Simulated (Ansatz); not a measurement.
# BSiGeH (triplet): the correlation ladder, cc-pVTZ

The task here is to estimate one member of a computed series from the others.

Method: cc-pVTZ, core rule «outside noble gas», up to 20 orbitals frozen; program: Ansatz 0.2.0, Gaussian basis.

Plan: UHF; CCSD(T) on ROHF; CCSD(T) on UHF; BCCD(T) on ROHF; CCSDT(Q) on ROHF; CCSDT(Q) on UHF.

6 further runs of the same task are left out: 6 set aside as unsound or not needed.

### What is computed

The geometry is a PBE0/def2-TZVP stationary point (not a proven minimum). No spin-orbit coupling is included. The filled d shell of Ge may be among the frozen orbitals whatever the setting's name suggests; the logs give the count.

4 atoms, charge 0, spin multiplicity 3.

Atoms are counted from 1 here; the program's logs count them from 0.

Bond lengths: B1–Si2 1.918 Å, B1–Ge3 2.013 Å, Si2–Ge3 2.529 Å, Si2–H4 1.633 Å, Ge3–H4 1.770 Å. Angles: Si2–B1–Ge3 80.1°, B1–Si2–Ge3 51.6°, B1–Si2–H4 95.7°, Ge3–Si2–H4 44.1°, B1–Ge3–Si2 48.3°, B1–Ge3–H4 88.3°, Si2–Ge3–H4 40.0°, Si2–H4–Ge3 95.9°.

The first run:

Contents of in.yaml:

```yaml
crystal:
  periodic: [false, false, false]
  atoms:
    - {symbol: B, position_ang: [0.000000, 1.332119, 0.648825]}
    - {symbol: Si, position_ang: [0.000000, -0.240648, 1.745819]}
    - {symbol: Ge, position_ang: [0.000000, -0.087114, -0.778595]}
    - {symbol: H, position_ang: [0.000000, -1.304472, 0.506468]}
basis:
  gaussian: {orbitals: cc-pVTZ}
magnetization: {spin_polarized: true, initial_magnetization: 2}
hamiltonian: {xc: hf}
output: {orbitals: {seedname: orbitals}}
```

Command:

```bash
$ ansatz run in.yaml --threads 1 --pin off --events-out ev --progress --plain --max-ram 4096MiB --backend cpu
```

Steps of the session up to this table: UHF; CCSD(T) on ROHF; CCSD(T) on UHF; BCCD(T) on ROHF; CCSDT(Q) on ROHF; CCSDT(Q) on UHF.

One of the session's tables, all rows but one given; the rest of the session is left out.

| method | from RCCSDT(Q) (meV) |
| --- | --- |
| ROHF | +9194.1 |
| UHF | ? |
| RMP2 | +1408.4 |
| UMP2 | +1513.8 |
| RCCSD | +716.0 |
| UCCSD | +703.7 |
| RCCSD(T) | +96.5 |
| UCCSD(T) | +101.5 |
| BCCD(T) | +91.1 |
| RCCSDT | +59.9 |
| UCCSDT | +56.2 |
| RCCSDT(Q) | 0 |
| UCCSDT(Q) | -5.0 |

Q: Estimate the row for UHF from the others.

As computed: from RCCSDT(Q) (meV): +8931.0. In the column «from RCCSDT(Q) (meV)» it lies between UMP2 (+1513.8) and ROHF (+9194.1).

With the free atoms at the same levels and basis (separate runs), the atomisation energy is 9.231 eV at RCCSDT(Q), 9.183 eV at RCCSD(T), 9.165 eV at UCCSD(T), 6.104 eV at ROHF.

Caveats from the session: Restricted and unrestricted rows rest on different reference determinants; where their highest levels disagree by more than a few hundredths of an eV, they describe different states and don't form one ladder.
